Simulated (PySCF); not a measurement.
# C3H10BP: the cost of one run

Computed with PySCF 2.14.0, with density-fitted response routines of our own, on a single molecule in the gas phase. Atoms count from 0, in the outputs and in this text.

## 1. Starting geometry

15 atoms, charge 0, multiplicity 1; geometry from: GFN2-xTB. The atoms were then displaced at random by about 0.01 Å, so the start is not that level's minimum.

Bonds of the start (Å): C0–C1 1.51, C1–C2 1.54, C1–B3 1.62, B3–P4 1.84, C0–H5 1.10, C0–H6 1.11, C0–H7 1.07, C1–H8 1.10, C2–H9 1.09, C2–H10 1.11, C2–H11 1.08, B3–H12 1.19, P4–H13 1.38, P4–H14 1.39.

## 2. Optimising the geometry at PBE0-D3(BJ)/def2-SVP

Job settings and geometry (Å):

```
{"job": {"xc": "PBE0", "basis": "def2-SVP", "d3": "d3bj", "grid": 1, "shake": 0.01, "kind": "geom"}, "charge": 0, "multiplicity": 1}
C     -1.616750    -0.334340    -0.755100
C     -0.357630    -0.297880     0.073510
C     -0.533740     0.700830     1.228990
B      0.962690     0.127510    -0.766240
P      2.504170    -0.859480    -0.632970
H     -2.496210    -0.572140    -0.143200
H     -1.812290     0.669320    -1.192910
H     -1.543050    -1.026400    -1.573200
H     -0.236520    -1.283940     0.541600
H     -1.380630     0.435590     1.853740
H      0.358930     0.699710     1.885190
H     -0.652460     1.711780     0.860850
H      0.836030     1.007910    -1.552040
H      3.434550     0.154810    -0.563610
H      2.517580    -1.150650     0.728160
```

Started as:

```sh
$ OMP_NUM_THREADS=1 python probes_run.py task.json out
```

This one command runs all jobs of the session in turn.

**Question.** How long does this first job take on 1 thread of Arm Neoverse V2, shared host, and how much memory does it need?

About 27 s, with a peak of 0.53 GiB.
